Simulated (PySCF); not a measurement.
# MoSCl4: structure of the singlet

The task is one start of a wider search on MoSCl4: the singlet, from a trigonal bipyramidal (ligand arrangement 1) start. It is relaxed, tested by its Hessian and followed downhill if it is a saddle.

Program: PySCF 2.14.0. Level of theory: B3LYP, basis Mo def2-SVP with ECP28, S def2-SVP, Cl def2-SVP, scalar-relativistic core potentials, no spin–orbit coupling, density fitting. These are calculated values, not measurements.

### 1 Starting geometry

6 atoms, charge 0, spin multiplicity 1.

Bond lengths: Mo1–S2 2.150 Å, Mo1–Cl3 2.370 Å, Mo1–Cl4 2.370 Å, Mo1–Cl5 2.370 Å, Mo1–Cl6 2.370 Å. Angles: S2–Mo1–Cl3 90.0°, S2–Mo1–Cl4 90.0°, S2–Mo1–Cl5 120.0°, S2–Mo1–Cl6 120.0°, Cl3–Mo1–Cl4 180.0°, Cl3–Mo1–Cl5 90.0°, Cl3–Mo1–Cl6 90.0°, Cl4–Mo1–Cl5 90.0°, Cl4–Mo1–Cl6 90.0°, Cl5–Mo1–Cl6 120.0°.

Z-matrix (Å, degrees; charge 0 multiplicity 1):
```
Mo
S  1 2.1500
Cl 1 2.3700 2 90.00
Cl 1 2.3700 2 90.00 3 180.00
Cl 1 2.3700 2 120.00 3 90.00
Cl 1 2.3700 2 120.00 3 -90.00
```

### 2 Relaxation: trigonal bipyramidal (ligand arrangement 1) start, singlet

One driver script runs all steps and calls PySCF; scf.py shows how it sets up the SCF of each step. The optimiser is the driver's own. Before each start the driver seeks the lowest SCF state from one or more starting densities and follows internal instabilities, so scf.py alone need not reach the same state.

The program finds C2v symmetry in the start, which this walk keeps.

The input, scf.py:

```python
from pyscf import gto, scf, dft
mol = gto.M(atom='''
Mo    -0.026202    -0.045381     0.000000
S     -1.101252    -1.907352     0.000000
Cl    -0.026202    -0.045381     2.370000
Cl    -0.026202    -0.045381    -2.370000
Cl     2.343807    -0.045415    -0.000000
Cl    -1.211168     2.007129    -0.000000''',
    basis={'Mo': 'def2-SVP', 'S': 'def2-SVP', 'Cl': 'def2-SVP'},
    ecp={'Mo': 'def2-SVP'},
    charge=0, spin=0)
mf = dft.RKS(mol, xc='B3LYP')
mf.grids.atom_grid = (50, 194)
aux = {'Mo': 'def2-universal-JKFIT', 'S': 'def2-universal-JKFIT', 'Cl': 'def2-universal-JKFIT'}
mf = mf.density_fit(auxbasis=aux)
mf.kernel()
```

The runs that follow: Frequencies.

**Question.** What will these runs give? Wanted: minimum; geometry; wavenumbers; dipole moment; highest occupied, lowest empty level; polar-tensor charge of Mo1; zero-point energy; atomisation energy.

As calculated:

```
                                 quantity                                                                                             value
                                  minimum                                                                                      singlet, C4v
                                 geometry  Mo–Cl 2.313 Å (×4), Mo–S 2.079 Å; Cl–Mo–Cl 86.6° (×4), Cl–Mo–Cl 151.7° (×2), Cl–Mo–S 104.1° (×4)
                       wavenumbers (cm⁻¹)              63 (b1), 160 (e), 169 (e), 175 (a1), 219 (b2), 296 (b1), 378 (a1), 388 (e), 592 (a1)
                            dipole moment                                                                                            1.40 D
     highest occupied, lowest empty level                                                                                   -8.34, -5.36 eV
               polar-tensor charge of Mo1                                                                                           +2.13 e
                        zero-point energy                                                                                       18.9 kJ/mol
                      entropy at 298.15 K                                                                                   394.2 J/(mol K)
atomisation energy (no zero-point energy)                                                                                       1723 kJ/mol
```

The trigonal bipyramidal (ligand arrangement 1) start (C2v) ends in a minimum of C4v symmetry. The strongest infrared band lies at 388 cm⁻¹ (e, stretch). Only this shape and spin were tried, so other structures or states may lie lower. Take wavenumbers under 90 cm⁻¹ as rough.
